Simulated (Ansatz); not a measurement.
# CrN2: the cost of one run

Computed with Ansatz 0.2.0 (DFT r2SCAN, scalar-relativistic, plane waves, PAW, unless a step's input says otherwise).

## (1) The starting structure

Symmetry: Pnnm, No. 58, orthorhombic system. Conventional cell: a = 3.902 Å, b = 4.810 Å, c = 2.784 Å, α = 90.00°, β = 90.00°, γ = 90.00°. Cr (site symmetry 2/m) is surrounded by 6 N at 2.04 to 2.05 Å. Around N (site symmetry m) lie 1 N at 1.35 Å.

As a file:

```cif
data_structure
_symmetry_space_group_name_H-M 'P 1'
_symmetry_Int_Tables_number 1
_cell_length_a 3.9018
_cell_length_b 4.8095
_cell_length_c 2.7842
_cell_angle_alpha 90.000
_cell_angle_beta 90.000
_cell_angle_gamma 90.000
_cell_volume 52.25
loop_
_atom_site_label
_atom_site_type_symbol
_atom_site_fract_x
_atom_site_fract_y
_atom_site_fract_z
_atom_site_occupancy
Cr1 Cr 0.50000 0.50000 0.50000 1
Cr2 Cr 0.00000 0.00000 0.00000 1
N1 N 0.63383 0.08878 0.50000 1
N2 N 0.36617 0.91122 0.50000 1
N3 N 0.13383 0.41123 0.00000 1
N4 N 0.86617 0.58878 0.00000 1
```

(A quick probe on a coarse mesh, which set the mesh and smearing, is not shown.)

## (3) The relaxation

Contents of input.yaml:

```yaml
crystal:
  lattice:
    - [3.901786, 0.0, 0.0]
    - [0.0, 4.809512, 0.0]
    - [0.0, 0.0, 2.78417]
  atoms:
    - { symbol: Cr, position: [0.5, 0.5, 0.5], spin: 2.31 }
    - { symbol: Cr, position: [0.0, 0.0, 0.0], spin: 2.31 }
    - { symbol: "N", position: [0.63383, 0.088775, 0.5], spin: -0.12 }
    - { symbol: "N", position: [0.36617, 0.911225, 0.5], spin: -0.12 }
    - { symbol: "N", position: [0.13383, 0.411225, 0.0], spin: -0.12 }
    - { symbol: "N", position: [0.86617, 0.588775, 0.0], spin: -0.12 }
basis:
  ecutwfc: 500
kpoints:
  mp_grid: { grid: [10, 8, 14] }
hamiltonian:
  xc: r2scan
scf:
  occupations: { method: gaussian, width: 0.1 }
output:
  forces: true
  stress: true
  eigenvalues: true
  populations: true
  write_density: true
  write_potential: true
  elf: true
  volumetric_format: npy
magnetization:
  spin_polarized: true
relax:
  adjacent_minimum: "off"
  f_tol: 0.01
  max_steps: 80
  cell: { stress_tol: 0.05 }
```

Launch:

```bash
ansatz run input.yaml --threads 1 --pin off --max-ram 2560MiB --backend cpu --events-out ev --progress --plain --runs-dir out
```

**Question.** How long does this run take on 1 thread of Intel Xeon 6975P-C (Granite Rapids), shared host, and how much memory does it need?

About 6.5 min, with a peak of 1.1 GiB.
